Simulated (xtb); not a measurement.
**CH6BClOSi (SMILES BC(O)([SiH3])Cl): GFN2-xTB**

Wanted: a structure relaxation of CH6BClOSi. 

The results are computed with xtb 6.7.1.

4 further runs of the same task are left out: 1 that didn't finish, 3 set aside as unsound or not needed.

## 1. The structure to begin with

CH6BClOSi: 11 atoms, total charge 0, spin state singlet. As SMILES, `BC(O)([SiH3])Cl`. Geometry: a rough force-field guess. This is one conformer, not always the lowest. The run starts from this shape.

Bond lengths: B1–C2 1.557 Å, C2–O3 1.407 Å, C2–Si4 1.942 Å, C2–Cl5 1.798 Å, B1–H6 1.216 Å, B1–H7 1.205 Å, O3–H8 0.967 Å, Si4–H9 1.482 Å, Si4–H10 1.409 Å, Si4–H11 1.484 Å. Some angles: B1–C2–O3 109.5°, B1–C2–Si4 105.4°, B1–C2–Cl5 110.4°, O3–C2–Si4 112.3°, O3–C2–Cl5 109.6°, Si4–C2–Cl5 109.5°, C2–B1–H6 121.8°, C2–B1–H7 122.2°, C2–O3–H8 105.2°, C2–Si4–H9 107.0°.

## 2. A geometry optimisation at GFN2-xTB

Input file mol.sdf:

```

     RDKit          3D

 11 10  0  0  0  0  0  0  0  0999 V2000
   -0.3742    1.5117    0.2735 B   0  0  0  0  0  0  0  0  0  0  0  0
   -0.5785    0.0126   -0.0942 C   0  0  2  0  0  0  0  0  0  0  0  0
   -1.3720   -0.6090    0.8875 O   0  0  0  0  0  0  0  0  0  0  0  0
    1.2074   -0.7446   -0.1884 Si  0  0  0  0  0  4  0  0  0  0  0  0
   -1.3782   -0.1347   -1.6975 Cl  0  0  0  0  0  0  0  0  0  0  0  0
   -0.9161    2.0133    1.2396 H   0  0  0  0  0  0  0  0  0  0  0  0
    0.2041    2.2788   -0.4547 H   0  0  0  0  0  0  0  0  0  0  0  0
   -1.4639   -1.5257    0.5950 H   0  0  0  0  0  0  0  0  0  0  0  0
    1.8079   -0.6063    1.1594 H   0  0  0  0  0  0  0  0  0  0  0  0
    1.9304   -0.0736   -1.1949 H   0  0  0  0  0  0  0  0  0  0  0  0
    0.9986   -2.1797   -0.5049 H   0  0  0  0  0  0  0  0  0  0  0  0
  2  1  1  0
  3  2  1  0
  4  2  1  0
  2  5  1  6
  6  1  1  0
  7  1  1  0
  8  3  1  0
  9  4  1  0
 10  4  1  0
 11  4  1  0
M  END
$$$$
```

Started as:

```
$ xtb mol.sdf --gfn2 --json --opt > mol.out 2> xtb.err
```

**Question.** What will come out? Wanted: total energy at the end; dipole moment; HOMO energy; LUMO energy; HOMO–LUMO gap; dispersion energy; mean polarisability.

Computed results:

At GFN2-xTB:

| quantity | value |
| --- | --- |
| total energy at the end | -16.75907 Eh |
| dipole moment | 2.72 D |
| HOMO energy | -10.40 eV |
| LUMO energy | -7.09 eV |
| HOMO–LUMO gap | 3.31 eV |
| dispersion energy | -20.21 kJ/mol |
| mean polarisability (D4 model) | 73.1 bohr³ |

In words: At the final geometry: Bond lengths: B1–C2 1.532 Å, C2–O3 1.382 Å, C2–Si4 1.963 Å, C2–Cl5 1.833 Å, B1–H6 1.165 Å, B1–H7 1.165 Å, O3–H8 0.967 Å, Si4–H9 1.463 Å, Si4–H10 1.455 Å, Si4–H11 1.466 Å. Some angles: B1–C2–O3 118.3°, B1–C2–Si4 101.5°, B1–C2–Cl5 116.2°, O3–C2–Si4 110.4°, O3–C2–Cl5 108.9°, Si4–C2–Cl5 99.3°, C2–B1–H6 117.7°, C2–B1–H7 119.9°, C2–O3–H8 110.9°, C2–Si4–H9 109.7°. The optimisation took 15 steps and changed the energy by -0.278 eV. Mulliken charges run from -0.42 on O3 to +0.48 on Si4.
